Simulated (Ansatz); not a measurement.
## C2H4BCl, SMILES ClB1CC1: a short molecular-dynamics run

Computed with the Ansatz DFT code, driven from Python.

Contents of `c2h4bcl.xyz`:
```text
8

Cl   -2.60360    0.78640   -0.43380
B    -0.92140    0.27920   -0.15650
C     0.60480    0.55430    0.15570
C     0.30240   -0.83350   -0.03270
H     1.18620    1.01420   -0.69290
H     0.81560    0.87530    1.22000
H     0.53240   -1.29300   -1.00080
H     0.17580   -1.44000    0.88520
```

Script `c2h4bcl_md.py`:
```python
# -*- coding: utf-8 -*-
'''A short Born-Oppenheimer trajectory of C2H4BCl.'''

import ansatz as az
import numpy as np

molecule = az.Crystal.molecule_from_extxyz('c2h4bcl.xyz')

calc = molecule.calculation()
calc = calc.basis(gaussian='6-31G').functional('pbe0')
symbols = [site.symbol for site in molecule.cartesian_sites]
start = np.array([site.position_ang for site in molecule.cartesian_sites], dtype=float)
data = calc.relax(force_tolerance=0.02, max_steps=100).run(threads=1).report
end = np.array(data['positions_ang'])
minimum = az.Crystal.molecule()
for symbol, place in zip(symbols, end):
    minimum = minimum.atom(symbol, place.tolist())

# dynamics from the relaxed geometry
calc = (
    minimum.calculation()
    .basis(gaussian='6-31G')
    .functional('pbe0')
    .md('nvt_langevin', timestep=0.25, steps=30, temperature=800, initial_velocities='maxwell_boltzmann', seed=33, friction=0.01)
)
frames = []
res = calc.session().plan().execute(on_event=lambda e: frames.append(e['data']) if e['event'] == 'md_step' else None)
print('t (fs)   E_pot (eV)      E_kin (eV)   T (K)   d(0-1) (A)')
for f in frames[::3]:
    xyz = np.array(f['positions_ang'])
    print(f'{f["time_fs"]:6.2f} {f["lagrangian_ev"]:14.5f} {f["e_kin_ev"]:10.5f} {f["temperature_k"]:8.1f} {np.linalg.norm(xyz[0] - xyz[1]):9.4f}')
print('mean temperature', round(float(np.mean([f['temperature_k'] for f in frames])), 1), 'K')
symbols = [site.symbol for site in molecule.cartesian_sites]
with open('last_frame.xyz', 'w') as handle:
    handle.write(f'{len(symbols)}\nt = {frames[-1]["time_fs"]} fs\n')
    handle.writelines('{:2s} {:10.5f} {:10.5f} {:10.5f}\n'.format(s, *xyz) for s, xyz in zip(symbols, frames[-1]['positions_ang']))
```

```console
$ python c2h4bcl_md.py
t (fs)   E_pot (eV)      E_kin (eV)   T (K)   d(0-1) (A)
  0.00   -15328.49961    0.72386    700.0    1.7651
  0.75   -15328.45972    0.64498    623.7    1.7739
  1.50   -15328.37026    0.57808    559.0    1.7826
  2.25   -15328.27809    0.46101    445.8    1.7906
  3.00   -15328.21117    0.40530    391.9    1.7974
  3.75   -15328.18675    0.38781    375.0    1.8032
  4.50   -15328.19030    0.37689    364.5    1.8079
  5.25   -15328.18831    0.39541    382.4    1.8125
  6.00   -15328.17706    0.40422    390.9    1.8154
  6.75   -15328.13208    0.38190    369.3    1.8165
  7.50   -15328.06458    0.29975    289.9    1.8152
mean temperature 444.8 K
```

It writes `last_frame.xyz`:
```text
8
t = 7.5 fs
Cl   -2.53351    0.75457   -0.45472
B    -0.82579    0.26320   -0.08422
C     0.60710    0.65131    0.15534
C     0.05322   -0.88263   -0.09338
H     1.26655    1.00308   -0.60097
H     0.90740    0.77394    1.20196
H     0.48195   -1.36622   -0.98468
H     0.02450   -1.35545    0.82421
```

Reading the output:
- Total energies depend on the basis set; only differences at equal settings carry meaning.
- The trajectory is only some femtoseconds long, so its temperature is not equilibrated; where the script doesn't relax first, it starts from a rough generated geometry.
- The printed temperature counts all 3N degrees of freedom under Langevin dynamics, so the first row lies under the target.
- Hardware and time: 67 s on 1 thread of Intel(R) Xeon(R) Platinum 8488C (Sapphire Rapids) (shared host), peak memory 0.2 GiB.

(A comment or docstring line of the script was reworded after the run, the code is as it ran; lines on the test bed's own set-up are left out of the output.)
